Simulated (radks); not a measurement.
# Taking charge from the 4d level of Sb⁺ in fractions

An exercise on one series of results from a longer session: the logs are not shown, and one member is left open.

Method: non-relativistic Kohn-Sham, PBE, spin-polarised, spherical densities, point nucleus; open shells are filled with parallel spins first. Code: radks (a radial shooting solver on a logarithmic mesh, Libxc functionals) version 1.

## Starting point

- element: antimony (Z = 51)
- charge: +1
- electrons: 50
- configuration: [Kr] 4d(up 5, down 5) 5s2 5p2

A shell typed twice in an input gives spin up, then spin down.

Set-up of the first run:

The run's settings:

```text
Z 51
configuration [Kr] 4d5 4d5 5s2 5p2
relativity non-relativistic
functional pbe,pbe
spin polarised
nucleus point
```

Steps of the session up to this table: Start: [Kr] 4d(up 5, down 5) 5s2 5p2.

One of the session's tables, all rows but one given; the rest of the session is left out.

It belongs to the step «Start: [Kr] 4d(up 5, down 5) 5s2 5p2». From the orbitals of this run (lengths in bohr):

| level | <r> | outermost maximum (interpolated) | 90 % within | nodes |
| --- | --- | --- | --- | --- |
| 4p up | 0.8654 | 0.774 | 1.27 | 2 |
| 4p down | 0.8648 | 0.774 | 1.27 | 2 |
| 4d up | 1.022 | 0.843 | 1.58 | 1 |
| 4d down | 1.017 | 0.843 | 1.56 | 1 |
| 5s up | 2.246 | 1.96 | 3.27 | 4 |
| 5s down | 2.235 | 1.94 | 3.27 | 4 |
| 5p up | ? | ? | ? | ? |
| 5p down | 2.704 | 2.27 | 4.03 | 3 |

**Question.** Estimate the row for 5p up.

As computed: <r>: 2.675; outermost maximum (interpolated): 2.29; 90 % within: 3.95; nodes: 3. In the column «<r>» it lies between 5s up (2.246) and 5p down (2.704).
